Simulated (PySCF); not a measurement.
# Solver options tried on ZnF

The same problem is solved with other solver options, one edit a run.

The runs use PySCF 2.14.0; each script names its method and basis.

### 1 Where the work starts

ZnF: 2 atoms, charge 0, spin multiplicity 2.

Bond lengths: Zn1–F2 1.763 Å.

### 2 The base run

input.py reads:

```python
from pyscf import gto, scf, cc

mol = gto.M(
    atom='Zn 0 0 0; F 0 0 1.763',
    basis='6-31g',
    charge=0,
    spin=1,
    verbose=4,
)
mf = scf.UHF(mol)
mf = mf.density_fit(auxbasis='def2-universal-jkfit')
mf.kernel()
mycc = cc.CCSD(mf, frozen=6)
mycc.kernel()
mycc.ccsd_t()
mf.dip_moment()
print('orbital energies (hartree):', [e[max(0, n-3):n+3].round(4) for e, n in zip(mf.mo_energy, mol.nelec)])
```

The run is started by

```
$ OMP_NUM_THREADS=1 python input.py
```

The log of this run is left out.

It gives: E(SCF) = -1876.918055 Eh, 11 cycles, E(CCSD) − E(SCF) = -0.33143 Eh, (T) = -0.00635 Eh, ⟨S²⟩ = 0.752, μ = 3.46 D (of the SCF density).

The bond length is a typed value, not an optimised one.

### 3 Convergence threshold 1e-13 hartree

Run 1 changes convergence threshold: default → 1e-13 hartree.

input.py reads:

```python
from pyscf import gto, scf, cc

mol = gto.M(
    atom='Zn 0 0 0; F 0 0 1.763',
    basis='6-31g',
    charge=0,
    spin=1,
    verbose=4,
)
mf = scf.UHF(mol)
mf = mf.density_fit(auxbasis='def2-universal-jkfit')
mf.conv_tol = 1e-13
mf.kernel()
mycc = cc.CCSD(mf, frozen=6)
mycc.kernel()
mycc.ccsd_t()
mf.dip_moment()
print('orbital energies (hartree):', [e[max(0, n-3):n+3].round(4) for e, n in zip(mf.mo_energy, mol.nelec)])
```

The run is started by

```
$ OMP_NUM_THREADS=1 python input.py
```

### 4 Point-group symmetry on

Run 2 changes point-group symmetry: off → on.

input.py, as its differences from that of step 2:

```diff
@@ -7,2 +7,3 @@
     spin=1,
+    symmetry=True,
     verbose=4,
```

### 5 Initial guess atom

Run 3 changes initial guess: minao → atom.

input.py, as its differences from that of step 2:

```diff
@@ -11,2 +11,3 @@
 mf = mf.density_fit(auxbasis='def2-universal-jkfit')
+mf.init_guess = 'atom'
 mf.kernel()
```

### 6 Damping 0.95

Run 4 changes damping: none → 0.95.

input.py, as its differences from that of step 2:

```diff
@@ -11,2 +11,4 @@
 mf = mf.density_fit(auxbasis='def2-universal-jkfit')
+mf.damp = 0.95
+mf.diis_start_cycle = 8
 mf.kernel()
```

### 7 Initial guess 1e

Run 5 changes initial guess: minao → 1e.

input.py, as its differences from that of step 2:

```diff
@@ -11,2 +11,3 @@
 mf = mf.density_fit(auxbasis='def2-universal-jkfit')
+mf.init_guess = '1e'
 mf.kernel()
```

### 8 Initial guess chk

Run 6 changes initial guess: minao → chk.

input.py, as its differences from that of step 2:

```diff
@@ -11,2 +11,3 @@
 mf = mf.density_fit(auxbasis='def2-universal-jkfit')
+mf.init_guess = 'chk'
 mf.kernel()
```

Before running it: what results should come out? Wanted: for each run, E(SCF); from base; gap, α spin; SCF dipole; after the SCF.

As calculated:

```csv
run,E(SCF) (hartree),from base (eV),cycles,"gap, α spin (eV)",SCF dipole (D),after the SCF
base,-1876.918055,0,11,10.14,3.46,"CCSD(T) correlation -9.192 eV, core frozen"
convergence threshold 1e-13 hartree,-1876.918055,0.0000,20,10.14,3.46,"CCSD(T) correlation -9.192 eV, core frozen"
point-group symmetry on,-1876.918055,0.0000,11,10.14,3.46,"CCSD(T) correlation -9.192 eV, core frozen"
initial guess atom,-1876.918055,0.0000,11,10.14,3.46,"CCSD(T) correlation -9.192 eV, core frozen"
damping 0.95,-1876.918055,0.0000,17,10.14,3.46,"CCSD(T) correlation -9.192 eV, core frozen"
initial guess 1e,-1876.918055,0.0000,23,10.14,3.46,"CCSD(T) correlation -9.192 eV, core frozen"
initial guess chk,-1876.918055,0.0000,11,10.14,3.46,"CCSD(T) correlation -9.192 eV, core frozen"
```

Distance from each run's final energy (log10 hartree) by cycle:

```csv
run,cycle 1,cycle 2,cycle 3,cycle 5,cycle 8,cycle 12
base,-1.1,-1.5,-2.7,-4.5,-7.0,done
convergence threshold 1e-13 hartree,-1.1,-1.5,-2.7,-4.5,-7.0,< -11
point-group symmetry on,-1.1,-1.5,-2.7,-4.5,-7.0,done
initial guess atom,-1.1,-1.5,-2.7,-4.6,-7.3,done
damping 0.95,-1.1,-1.2,-1.2,-1.4,-1.9,-5.2
initial guess 1e,2.2,1.7,1.8,1.8,1.8,0.4
initial guess chk,-1.1,-1.5,-2.7,-4.5,-7.0,done
```

What this shows: The SCF energy stays the same, to the digits that matter, with convergence threshold 1e-13 hartree or point-group symmetry on or initial guess atom or damping 0.95 or initial guess 1e or initial guess chk. PySCF falls back to minao for a guess that it doesn't know or can't read, so that run repeats the base. The base needs 11 cycles and the run with initial guess 1e needs 23.
